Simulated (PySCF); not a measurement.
**[NdH2]+: other functionals and bases at one geometry**

An exercise on one series of results from a longer session: the logs are not shown, and one member is left open.

Computed with PySCF 2.14.0. Level: several levels, as the steps say, no spin–orbit coupling.

1 further run of the same task is left out (for a known fault of the program).

## The starting structure

3 atoms, charge 1, spin multiplicity 1.

Bond lengths: Nd1–H2 1.958 Å, Nd1–H3 1.958 Å. Angles: H2–Nd1–H3 107.6°.

As a file:

```xyz
3
H2Nd
Nd    0.00000    0.00000   -0.16819
H     1.57962    0.00000    0.98888
H    -1.57962    0.00000    0.98888
```

Formal oxidation states: Nd +3. Each metal's 3 4f electrons lie in its core potential, so multiplicities, spins and levels count the valence alone. An earlier session relaxed this geometry at PBE0, Nd lcecp-1-SVP with ECP49, H def2-SVP (singlet, point group C2v).

At PBE0 on the finer grid: E = -34.793177 Eh, HOMO -12.62 eV, LUMO -7.60 eV, Mulliken charge on Nd1 +1.19 e, largest force component 0.002 eV/Å. 

Levels to run: TPSSh; PBE; PBE0, TZVP. Hardware: 2 threads of Arm Neoverse V1, shared host.

The first run:

Contents of run.py (the lines that set the calculation):

```python
mol = gto.M(atom='''
Nd     0.00000     0.00000    -0.16819
H      1.57962     0.00000     0.98888
H     -1.57962     0.00000     0.98888''',
    basis={'Nd': 'lcecp-1-SVP', 'H': 'def2-SVP'},
    ecp={'Nd': 'lcecp-1-SVP'},
    charge=1, spin=0)
mf = dft.RKS(mol, xc='TPSSH')
mf.grids.atom_grid = (75, 302)  # f atoms: unpruned, at least (60, 302)
mf = mf.density_fit()  # fitting sets: Nd AutoAux, H def2-universal-JKFIT
mf.conv_tol = 1e-08; mf.max_cycle = 55
mf.kernel(dm0)  # dm0: the density of the relaxed state
```

Launch:

```bash
$ OMP_NUM_THREADS=2 python run.py
```

Among the steps run: TPSSh; PBE; PBE0, TZVP.

One of the session's tables, all rows but one given; the rest of the session is left out.

```
              level  HOMO (eV)  gap (eV)  charge on Nd1 (e)  dipole (D)  largest force component (eV/Å)
PBE0 (relaxed here)     -12.62      5.02               1.19        4.14                            0.00
              TPSSh     -12.05      4.13               1.25        4.21                            0.08
                PBE     -11.48      2.98               1.11        3.77                            0.17
         PBE0, TZVP          ?         ?                  ?           ?                               ?
```

**Question.** Estimate the row for PBE0, TZVP.

The run gave: HOMO (eV): -12.58; gap (eV): 5.03; charge on Nd1 (e): 1.29; dipole (D): 4.25; largest force component (eV/Å): 0.06. In the column «HOMO (eV)» it lies between PBE0 (relaxed here) (-12.62) and TPSSh (-12.05).

The dipole of a charged species depends on the origin, so these sizes hold for this origin alone.

In one basis the HOMO–LUMO gap runs from 2.98 eV (PBE) to 5.02 eV (PBE0). The largest leftover force, 0.17 eV/Å with PBE, stands at a geometry relaxed at another level. With 4f in the core, its levels are missing from HOMO and gap, and its count is fixed, so no charge can pass from the ligands into it. Total energies of different levels can't be compared.
